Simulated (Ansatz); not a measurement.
# Pt4W3: the cost of one run

Computed with Ansatz 0.2.0 (reference: DFT PBE, plane waves, PAW, scalar-relativistic, no spin polarisation, unless a step's input says otherwise).

## (1) The starting structure

Symmetry: Pm-3m, No. 221, cubic system. The conventional cell has a = 4.583 Å, b = 4.583 Å, c = 4.583 Å, α = 90.00°, β = 90.00°, γ = 90.00°. Pt (site symmetry m-3m) has 6 W at 2.29 Å as nearest neighbours. Pt (site symmetry 4/mmm) has 4 W at 2.29 Å as nearest neighbours. W (site symmetry 4/mmm) is surrounded by 6 Pt at 2.29 Å.

As a file:

```cif
data_structure
_symmetry_space_group_name_H-M 'Pm-3m'
_symmetry_Int_Tables_number 221
_cell_length_a 4.5827
_cell_length_b 4.5827
_cell_length_c 4.5827
_cell_angle_alpha 90.000
_cell_angle_beta 90.000
_cell_angle_gamma 90.000
_cell_volume 96.24
loop_
_atom_site_label
_atom_site_type_symbol
_atom_site_symmetry_multiplicity
_atom_site_Wyckoff_symbol
_atom_site_fract_x
_atom_site_fract_y
_atom_site_fract_z
_atom_site_occupancy
Pt1 Pt 1 b 0.50000 0.50000 0.50000 1
Pt2 Pt 3 d 0.50000 0.00000 0.00000 1
W1 W 3 c 0.50000 0.50000 0.00000 1
```

## (2) Baseline

The input, input.yaml:

```yaml
crystal:
  lattice:
    - [4.58272, 0.0, 0.0]
    - [0.0, 4.58272, 0.0]
    - [0.0, 0.0, 4.58272]
  atoms:
    - { symbol: Pt, position: [0.5, 0.5, 0.5] }
    - { symbol: Pt, position: [0.5, 0.0, 0.0] }
    - { symbol: Pt, position: [0.0, 0.5, 0.0] }
    - { symbol: Pt, position: [0.0, 0.0, 0.5] }
    - { symbol: W, position: [0.5, 0.5, 0.0] }
    - { symbol: W, position: [0.0, 0.5, 0.5] }
    - { symbol: W, position: [0.5, 0.0, 0.5] }
  symmetry: { tolerance: 0.0003 }
kpoints:
  mp_grid: { grid: [4, 4, 4], shift: [0, 0, 0] }
magnetization:
  spin_polarized: false
scf:
  occupations: { method: fermi_dirac }
hamiltonian:
  pseudopotentials: { kind: paw }
  xc: pbe
basis:
  ecutwfc: 420
output:
  forces: true
  stress: true
  eigenvalues: true
```

The run is started by

```console
$ ansatz run input.yaml --threads 1 --pin off --max-ram 2560MiB --backend cpu --events-out ev --progress --plain --runs-dir out
```

What time and memory should one allow on 1 thread of Intel Xeon 6975P-C (Granite Rapids), shared host?

About 2.1 s, with a peak of 0.41 GiB.
